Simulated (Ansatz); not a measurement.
Mg6CrCd:

```xyz
8
Lattice="5.0073 0.0000 0.0000 0.0000 3.1355 5.4467 0.0000 -3.1355 5.4467" Properties=species:S:1:pos:R:3 pbc="T T T"
Cd    2.5036    0.0000    7.2544
Cr    2.5036    0.0000    1.8244
Mg    0.0000    0.0000    9.0772
Mg    0.0000    0.0000    3.5862
Mg    0.0000   -1.6050    6.3769
Mg    0.0000    1.6050    6.3769
Mg    2.5036   -1.5572    4.5388
Mg    2.5036    1.5572    4.5388
```

The cell comes from a database or a generator and needn't be the stable form of this composition.

Base run:

- Program: Ansatz 0.2.0
- Functional: PBE
- Potentials or basis: Ansatz PAW
- Cutoff: 420 eV
- Density cutoff: 1680 eV
- k mesh: 6 × 5 × 5
- Occupations: fermi-dirac, width 0.05 eV
- Spin: collinear spin, ferromagnetic start
- Starting moments: [0.0, 3.0, 0.0, 0.0, 0.0, 0.0, 0.0, 0.0] μB

Its results: band gap on the k mesh none (metal or under the smearing width); pressure -0.1 GPa; net moment 4.35 μB per cell; site moments Cd -0.01; Cr +3.88; Mg +0.03, +0.01, -0.01 μB; largest force 0.027 eV/Å.

Q: The run is repeated on the same cell with these changes: functional from PBE to LDA; occupations from fermi-dirac, width 0.05 eV to gaussian, width 0.1 eV. What comes out?

A: Band gap on the k mesh none (metal or under the smearing width); pressure -3.5 GPa; net moment 4.30 μB per cell; site moments Cd -0.01; Cr +3.79; Mg +0.03, +0.02, +0.01, -0.01 μB; largest force 0.086 eV/Å.

Caveats: the PAW data sets come from PBE, with cores solved anew for the run's functional, which leaves a small shift of forces and pressure (some runs).

Not every run made on this cell is shown here.
